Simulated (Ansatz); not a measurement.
**CH₃Ga (triplet): from Hartree-Fock to the top rungs, cc-pVDZ**

An exercise on one series of results from a longer session: the logs are not shown, and one member is left open.

Method: cc-pVDZ, core rule «outside noble gas», up to 15 orbitals frozen; program: Ansatz 0.2.0, Gaussian basis.

Plan: UHF; CCSD(T) on ROHF; CCSD(T) on UHF; BCCD(T) on ROHF; CISD; CCSDT(Q) on ROHF; CCSDT(Q) on UHF; CASSCF and MRCISD+Q, 10 electrons in 11 orbitals; CASSCF and NEVPT2, 10 electrons in 11 orbitals.

8 further runs of the same task are left out: 4 for a known fault of the program, 4 set aside as unsound or not needed.

## What is computed

The geometry is a PBE0/def2-TZVP stationary point (not a proven minimum) of the parent state, kept for this charge and spin. No spin-orbit coupling is included. The filled d shell of Ga may be among the frozen orbitals whatever the setting's name suggests; the logs give the count.

5 atoms, charge 0, spin multiplicity 3.

Atoms are counted from 1 here; the program's logs count them from 0.

Bond lengths: C1–Ga2 1.774 Å, C1–H3 1.083 Å, C1–H4 1.083 Å, Ga2–H5 1.531 Å. Angles: Ga2–C1–H3 121.4°, Ga2–C1–H4 121.4°, H3–C1–H4 117.2°, C1–Ga2–H5 180.0°.

The first run:

in.yaml

```yaml
crystal:
  periodic: [false, false, false]
  atoms:
    - {symbol: C, position_ang: [0.000000, 0.000000, 1.485416]}
    - {symbol: Ga, position_ang: [0.000000, 0.000000, -0.288840]}
    - {symbol: H, position_ang: [0.000000, 0.924425, 2.049945]}
    - {symbol: H, position_ang: [0.000000, -0.924425, 2.049945]}
    - {symbol: H, position_ang: [0.000000, 0.000000, -1.820112]}
basis:
  gaussian: {orbitals: cc-pVDZ}
magnetization: {spin_polarized: true, initial_magnetization: 2}
hamiltonian: {xc: hf}
output: {orbitals: {seedname: orbitals}}
```

Started as:

```sh
ansatz run in.yaml --threads 1 --pin off --events-out ev --progress --plain --max-ram 4096MiB --backend cpu
```

Steps of the session up to this table: UHF; CCSD(T) on ROHF; CCSD(T) on UHF; BCCD(T) on ROHF; CISD; CCSDT(Q) on ROHF; CCSDT(Q) on UHF; CASSCF and MRCISD+Q, 10 electrons in 11 orbitals; CASSCF and NEVPT2, 10 electrons in 11 orbitals.

One of the session's tables, all rows but one given; the rest of the session is left out.

| method | from UCCSDT(Q) (meV) |
| --- | --- |
| ROHF | +5713.0 |
| UHF | +5553.6 |
| RMP2 | +1013.3 |
| UMP2 | +1017.4 |
| RCCSD | +169.5 |
| UCCSD | +160.7 |
| RCCSD(T) | +36.9 |
| UCCSD(T) | +30.5 |
| BCCD(T) | +36.5 |
| RCCSDT | +13.9 |
| UCCSDT | +7.4 |
| RCCSDT(Q) | ? |
| UCCSDT(Q) | 0 |
| CASSCF valence | +3184.8 |
| NEVPT2 valence | +837.2 |
| MRCISD valence | +166.9 |
| MRCISD+Q valence | +6.2 |

**Question.** Estimate the row for RCCSDT(Q).

**Answer.** from UCCSDT(Q) (meV): +6.6. In the column «from UCCSDT(Q) (meV)» it lies between MRCISD+Q valence (+6.2) and UCCSDT (+7.4).

Not comparable, so not listed: CISD (they don't share determinant, frozen orbitals or solution with the rows shown, or repeat one).

Caveats from the session: Restricted and unrestricted rows rest on different reference determinants; where their highest levels disagree by more than a few hundredths of an eV, they describe different states and don't form one ladder.
